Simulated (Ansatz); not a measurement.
Consider a ranking of polymorphs by energy of 2 structures of Lu (the Python package of Ansatz (0.2.0)).

Input file `lu_p6_3_mmc.vasp`:
```text
Lu
1.0
   3.50310000    0.00000000    0.00000000
  -1.75155000    3.03377359    0.00000000
   0.00000000    0.00000000    5.55090000
Lu
2
Direct
   0.33333333    0.66666667    0.25000000
   0.66666667    0.33333333    0.75000000
```

The script reads `lu_im_3m.vasp`:
```text
Lu
1.0
  -1.95410711    1.95410711    1.95410711
   1.95410711   -1.95410711    1.95410711
   1.95410711    1.95410711   -1.95410711
Lu
1
Direct
   0.00000000    0.00000000    0.00000000
```

`polymorphs_lu.py`
```python
"""Polymorphs of Lu, after relaxing cells and atoms."""

import csv
import warnings

import ansatz as az
from ase.io import read
import numpy as np
import spglib


def run_phase(name, crystal):
    calc = (
        crystal.calculation()
        .functional("lda")
        .basis(460)
        .kpoints(spacing=0.15)
        .occupations("fermi_dirac", width=0.05)
        .stress()
        .band_table()
    )
    calc = calc.relax(force_tolerance=0.02, max_steps=60, cell=True)
    return calc.run(threads=1, pin="off")


def volume_per_atom(outcome):
    return abs(np.linalg.det(outcome.lattice.cell_ang)) / len(outcome.lattice.sites)


def pressure_gpa(outcome):
    return float(np.trace(outcome.report["stress_gpa"]) / 3)


def space_group(outcome):
    sites = outcome.report["lattice"]["sites"]
    kinds = sorted({site["symbol"] for site in sites})
    cell = (outcome.lattice.cell_ang, [site["position_frac"] for site in sites], [kinds.index(site["symbol"]) for site in sites])
    return spglib.get_spacegroup(cell, symprec=0.01)

warnings.simplefilter("ignore", az.DeckWarning)

phases = {}
atoms = read("lu_p6_3_mmc.vasp", format="vasp")
p6_3_mmc = az.Crystal.from_ase(atoms)
phases["P6_3/mmc"] = p6_3_mmc
atoms = read("lu_im_3m.vasp", format="vasp")
im_3m = az.Crystal.from_ase(atoms)
phases["Im-3m"] = im_3m

done = {}
for name, crystal in phases.items():
    try:
        done[name] = run_phase(name, crystal)
    except az.NonConvergedError as error:
        print(name, "did not converge:", str(error)[:120])

energy = {name: o.report["energy_sigma0_ev"] / len(o.lattice.sites) for name, o in done.items()}
lowest = min(energy.values())
rows = [(name, len(o.lattice.sites), 1000 * (energy[name] - lowest), volume_per_atom(o), pressure_gpa(o), space_group(o)) for name, o in done.items()]
rows.sort(key=lambda row: row[2])
with open("polymorphs.csv", "w", newline="") as handle:
    writer = csv.writer(handle)
    writer.writerow(["phase", "atoms", "dE (meV/atom)", "V (A^3/atom)", "P (GPa)", "space group"])
    writer.writerows([round(v, 4) if isinstance(v, float) else v for v in row] for row in rows)
print(open("polymorphs.csv").read())
print("order:", " < ".join(row[0] for row in rows))
```

Which of these structures comes out lowest, and how far apart are they?

By space group at the end of each run: P6_3/mmc (+0 meV an atom, 26.0 Å³) and Im-3m (+165 meV an atom, 26.2 Å³).

The run itself:

Running `python polymorphs_lu.py` prints:
```text
phase,atoms,dE (meV/atom),V (A^3/atom),P (GPa),space group
P6_3/mmc,2,0.0,25.9672,-0.0069,P6_3/mmc (194)
Im-3m,1,165.4029,26.155,-0.0097,Im-3m (229)

order: P6_3/mmc < Im-3m
```

Reading the output:
- Pressure is positive in compression.
- The cells come from databases of deposited and of computed structures, and not all need be stable phases.
- The ranking holds among these structures alone, at zero temperature; the ground state may be another structure. Differences under 10 to 15 meV an atom lie within the error of mesh and functional.
- Timing: 110 s on 1 thread of Arm Neoverse V1, with other jobs on the host, peak memory 0.61 GiB.
